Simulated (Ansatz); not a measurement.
**C₂H₈FNOSn: up Jacob's ladder to CCSD(T)**

Aim: compute C₂H₈FNOSn with functionals from several rungs and with coupled cluster, and see how far each lands from CCSD(T) at the basis-set limit for the atomisation energy.

Method: functionals in def2-TZVPP, the program's frozen cores in correlated methods; program: Ansatz 0.2.0, Gaussian basis.

Levels to be run: PBE-D4, r2SCAN-D4, PBE0-D4, B3LYP-D4, ωB97X-V, ωB97M-V, B2PLYP; CCSD(T)/def2-TZVPP; MP2/def2-QZVPP; extrapolation to the limit.

## Step 1: Structure used throughout

All runs share one geometry, relaxed beforehand with PBE0-D4 in a triple-zeta def2 set. Sn takes the def2 core potential; no spin-orbit term is included.

14 atoms, charge 0, spin multiplicity 1.

Atoms are counted from 1 here; the program's logs count them from 0.

Bond lengths: C1–N2 1.444 Å, C1–H7 1.102 Å, C1–H8 1.098 Å, C1–H9 1.093 Å, N2–C3 1.445 Å, N2–Sn4 1.998 Å, C3–H10 1.098 Å, C3–H11 1.102 Å, C3–H12 1.092 Å, Sn4–O5 1.947 Å, Sn4–F6 1.921 Å, Sn4–H13 1.697 Å, O5–H14 0.961 Å. Angles: N2–C1–H7 113.4°, N2–C1–H8 109.9°, N2–C1–H9 110.9°, H7–C1–H8 107.2°, H7–C1–H9 108.1°, H8–C1–H9 107.2°, C1–N2–C3 113.6°, C1–N2–Sn4 119.1°, C3–N2–Sn4 119.6°, N2–C3–H10 109.7°, N2–C3–H11 113.2°, N2–C3–H12 110.6°, H10–C3–H11 107.3°, H10–C3–H12 107.5°, H11–C3–H12 108.4°, N2–Sn4–O5 106.7°, N2–Sn4–F6 101.3°, N2–Sn4–H13 125.1° and more.

## Step 2: PBE-D4 (GGA)

in.yaml

```yaml
crystal:
  periodic: [false, false, false]
  atoms:
    - {symbol: C, position_ang: [-1.554393, 0.196471, 0.199893]}
    - {symbol: N, position_ang: [-0.112489, 0.258025, 0.246378]}
    - {symbol: C, position_ang: [0.402879, 1.583426, 0.500729]}
    - {symbol: Sn, position_ang: [0.951566, -1.019557, -0.862349]}
    - {symbol: O, position_ang: [0.441012, -2.811908, -0.297251]}
    - {symbol: F, position_ang: [2.736424, -0.647890, -0.256522]}
    - {symbol: H, position_ang: [-1.994117, 0.838946, -0.579552]}
    - {symbol: H, position_ang: [-1.973384, 0.520456, 1.161529]}
    - {symbol: H, position_ang: [-1.895051, -0.828085, 0.027834]}
    - {symbol: H, position_ang: [0.044031, 1.940061, 1.474925]}
    - {symbol: H, position_ang: [0.089215, 2.322477, -0.253463]}
    - {symbol: H, position_ang: [1.493802, 1.570098, 0.538268]}
    - {symbol: H, position_ang: [0.998481, -1.033671, -2.558624]}
    - {symbol: H, position_ang: [0.372023, -2.888849, 0.658208]}
basis:
  gaussian: {orbitals: def2-TZVPP}
hamiltonian: {xc: pbe, dispersion: d4}
output: {forces: true, orbitals: {seedname: orbitals}}
```

Run with:

```
$ ansatz run in.yaml --threads 2 --pin off --events-out ev --progress --plain --max-ram 22528MiB --backend cuda --devices 0, --max-vram 18GiB
```

After this run come: r2SCAN-D4 (meta-GGA); PBE0-D4 (hybrid); B3LYP-D4 (hybrid); ωB97X-V (range-separated); ωB97M-V (range-separated); B2PLYP (double hybrid); CCSD(T) in def2-TZVPP; MP2 in def2-QZVPP.

**Question.** What will the summary of the whole plan be? Wanted: atomisation energy, CCSD(T)/CBS; farthest; mean size of error, hybrid; mean size of error, range-separated; gap, smallest and largest; T1 diagnostic; triples share of the correlation energy.

As calculated:

```
                               quantity                                  value
        atomisation energy, CCSD(T)/CBS                          4976.1 kJ/mol
 functionals within 49.8 kJ/mol (1.0 %)  r2SCAN-D4, B3LYP-D4, ωB97X-V, ωB97M-V
                               farthest                  B2PLYP (-93.6 kJ/mol)
             mean size of error, hybrid                            47.9 kJ/mol
    mean size of error, range-separated                            18.3 kJ/mol
              gap, smallest and largest   3.53 eV (PBE-D4), 10.39 eV (ωB97X-V)
                          T1 diagnostic                                 0.0133
triples share of the correlation energy                                  3.4 %
```

What this shows: PBE-D4 misses by +64.8 kJ/mol. Double hybrids carry the basis error of their MP2 part in triple zeta, and no dispersion term here, so their miss is partly the set-up's. Misses under about 49.8 kJ/mol are within the doubt on the reference itself, which lacks core-valence correlation, spin-orbit coupling and higher excitations, and its outer-core shells are covered unevenly. All levels share the lack of spin-orbit coupling, which lowers the free heavy atoms and so the true binding. Hartree-Fock recovers 69 % of the binding; the rest is correlation. The gap grows from 3.5 to 10.4 eV across the functionals, mostly with the share of exact exchange. Correlated methods include outer-core shells of Sn, which these sets cover unevenly.
